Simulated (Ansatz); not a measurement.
This script drives the Python package of Ansatz (0.2.0).

`run_dimer.py`
```python
import ansatz as az
import numpy as np

FIRST = [
    ("H", (0.0, 0.0, -0.7175)),
    ("Br", (0.0, 0.0, 0.7175)),
]
SECOND = [
    ("H", (0.6428, 1.5914, 2.3433)),
    ("Br", (-0.0144, 2.4418, 3.2941)),
]

def energy(atoms, ghosts=()):
    molecule = az.Crystal.molecule()
    for symbol, xyz in atoms:
        molecule = molecule.atom(symbol, xyz)
    calc = (
        molecule.calculation()
        .basis(gaussian="def2-SVP")
        .functional("r2SCAN")
    )
    deck = calc.input()
    if ghosts:
        deck = deck.set(az.key.basis.gaussian.ghost_atoms, [{"symbol": s, "position_ang": list(xyz)} for s, xyz in ghosts])
    return az.Session.from_dict(deck).plan().execute().report["free_energy_ev"]

direction = np.array([0.0903, 0.5795, 0.81])
print("shift (A)   counterpoise-corrected interaction (eV)")
for shift in (-0.3, 0.0, 0.4, 1.0, 2.0):
    moved = [(s, tuple(np.round(np.array(xyz) + shift * direction, 4))) for s, xyz in SECOND]
    gain = energy(FIRST + moved) - energy(FIRST, moved) - energy(moved, FIRST)
    print(f"{shift:8.2f} {gain:14.3f}")
```

It is started by `python run_dimer.py`. Estimate its wall time and peak memory on 1 thread of Arm Neoverse V1, with other jobs on the host.

It took about 29 s, with a peak of 0.19 GiB, for 15 runs of the engine.

Running `python run_dimer.py` prints:
```text
shift (A)   counterpoise-corrected interaction (eV)
   -0.30          0.289
    0.00          0.064
    0.40         -0.020
    1.00         -0.021
    2.00         -0.007
```

The dimer is a generated trial pose of unrelaxed monomers, not a minimum, so the figure is no binding energy, and the basis set is small. This level lacks the dispersion part of the attraction (electrostatics and induction are there), which can decide the sign where the interaction is weak.
